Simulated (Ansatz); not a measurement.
## NbTe under changes of volume

One of the cells (20.101 Å³/atom); the others are scaled copies at fixed shape and fractional positions:

```xyz
2
Lattice="3.4257 0.0000 0.0000 0.0000 3.4257 0.0000 0.0000 0.0000 3.4257" Properties=species:S:1:pos:R:3 pbc="T T T"
Nb    1.7128    1.7128    1.7128
Te    0.0000    0.0000    0.0000
```

The cell was built by a generator and needn't be a form met in nature.

| Item | Value |
| --- | --- |
| Program | Ansatz 0.2.0 |
| Functional | PBE |
| Potentials or basis | PseudoDojo stringent (PBE files) |
| Cutoff | 1450 eV |
| Density cutoff | 5800 eV |
| k mesh | 8 × 8 × 8 |
| Occupations | fermi-dirac, width 0.05 eV |
| Spin | no spin polarisation |

| volume (Å³/atom) | energy over the lowest point (meV/atom) | pressure (GPa) |
| --- | --- | --- |
| 18.895 | ? | ? |
| 19.297 | 14.38 | 6.1 |
| 19.699 | 3.48 | 2.9 |
| 20.101 | 0.00 | 0.1 |
| 20.503 | 3.14 | -2.4 |
| 20.905 | 12.20 | -4.6 |
| 21.307 | 26.54 | -6.6 |

**Question.** What does the run at 18.895 Å³/atom give?

**Answer.** Energy over the lowest point 33.59 meV/atom; pressure 9.6 GPa.

Worked out: A Birch-Murnaghan fit of order 3 (a polynomial in V^(-2/3)) to the other rows has its minimum at 20.10 Å³/atom with B0 = V·E''(V) = 132 GPa and B' = 4.7. It gives 33.59 meV/atom at 18.895 Å³/atom, against the run's 33.59, and -dE/dV = 9.4 GPa, against 9.6.

Energies are extrapolated to zero smearing.
